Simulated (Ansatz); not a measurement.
# C2H7FOSi2: the cost of one run

Method: RKS PBE0/STO-3G, in Ansatz 0.2.0.

1 further run of the same task is left out (it didn't finish).

### Step 1. Starting point

Bond lengths: O1–C2 1.452 Å, C2–Si3 1.914 Å, C2–C4 1.501 Å, C2–Si5 1.775 Å, Si5–F6 1.624 Å, O1–H7 0.947 Å, Si3–H8 1.495 Å, Si3–H9 1.528 Å, Si3–H10 1.508 Å, C4–H11 1.137 Å, C4–H12 1.042 Å, Si5–H13 1.539 Å. Angles (14 of 19 angles, heavy atoms first): O1–C2–Si3 109.8°, O1–C2–C4 115.6°, O1–C2–Si5 120.4°, Si3–C2–C4 112.9°, Si3–C2–Si5 108.7°, C4–C2–Si5 88.0°, C2–Si5–F6 115.7°, C2–O1–H7 111.7°, C2–Si3–H8 110.5°, C2–Si3–H9 111.1°, C2–Si3–H10 112.9°, C2–C4–H11 112.1°, C2–C4–H12 123.2°, C2–Si5–H13 120.5°.

Structure file:

```xyz
13

O    -1.3145   -1.4212   -0.2148
C    -0.3870   -0.3130   -0.0731
Si    1.1460   -0.8760    0.9248
C    -0.0265    0.3990   -1.3447
Si   -0.9420    1.2467    0.5680
F     0.2176    2.3519    0.8353
H    -1.0677   -1.9960   -0.9260
H     1.7108   -2.1364    0.3521
H     0.7959   -1.0961    2.3959
H     2.2669    0.1330    0.8958
H    -0.9427    0.6524   -1.9678
H     0.7527    1.0878   -1.4120
H    -2.1888    1.9332   -0.0185
```

### Step 2. Preparing the start

File input.yaml:

```yaml
crystal:
  periodic: [false, false, false]
  atoms:
    - { symbol: O, position_ang: [-1.3145, -1.4212, -0.2148] }
    - { symbol: C, position_ang: [-0.387, -0.313, -0.0731] }
    - { symbol: Si, position_ang: [1.146, -0.876, 0.9248] }
    - { symbol: C, position_ang: [-0.0265, 0.399, -1.3447] }
    - { symbol: Si, position_ang: [-0.942, 1.2467, 0.568] }
    - { symbol: F, position_ang: [0.2176, 2.3519, 0.8353] }
    - { symbol: H, position_ang: [-1.0677, -1.996, -0.926] }
    - { symbol: H, position_ang: [1.7108, -2.1364, 0.3521] }
    - { symbol: H, position_ang: [0.7959, -1.0961, 2.3959] }
    - { symbol: H, position_ang: [2.2669, 0.133, 0.8958] }
    - { symbol: H, position_ang: [-0.9427, 0.6524, -1.9678] }
    - { symbol: H, position_ang: [0.7527, 1.0878, -1.412] }
    - { symbol: H, position_ang: [-2.1888, 1.9332, -0.0185] }
basis:
  gaussian: { orbitals: STO-3G }
hamiltonian:
  xc: pbe0
relax:
  f_tol: 0.02
  max_steps: 40
scf:
  lower_state_search: "off"
```

On the command line:

```
ansatz run input.yaml --threads 1 --pin off --max-ram 2048MiB --backend cpu --events-out ev --progress --plain --runs-dir out
```

Q: Estimate wall time and peak memory on 1 thread of Intel Xeon 6975P-C (Granite Rapids), shared host.

About 22 s, with a peak of 0.15 GiB.
